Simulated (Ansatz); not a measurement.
Be2Si:

```
Si Be
1.0
     0.00000    2.64000    2.64000
     2.64000    0.00000    2.64000
     2.64000    2.64000    0.00000
Si Be
1 2
Direct
  0.00000 0.00000 0.00000
  0.25000 0.25000 0.25000
  0.75000 0.75000 0.75000
```

The cell comes from a database or a generator and needn't be the stable form of this composition.

Base run:

```yaml
Program: Ansatz 0.2.0
Functional: LDA
Potentials_or_basis: Ansatz PAW
Cutoff: "420 eV (not typed: the program's choice for these potentials)"
k_mesh: 9 × 9 × 9
Occupations: gaussian, width 0.05 eV
Spin: no spin polarisation
```

Its results: band gap on the k mesh none (metal or under the smearing width); pressure -3.8 GPa.

Question: The run is repeated on the same cell with these changes: functional from LDA to PBE; occupations from gaussian, width 0.05 eV to gaussian, width 0.1 eV. What comes out?

Answer: Band gap on the k mesh none (metal or under the smearing width); pressure 0.2 GPa.

Caveats: the PAW data sets come from PBE, with cores solved anew for the run's functional, which leaves a small shift of forces and pressure (some runs).
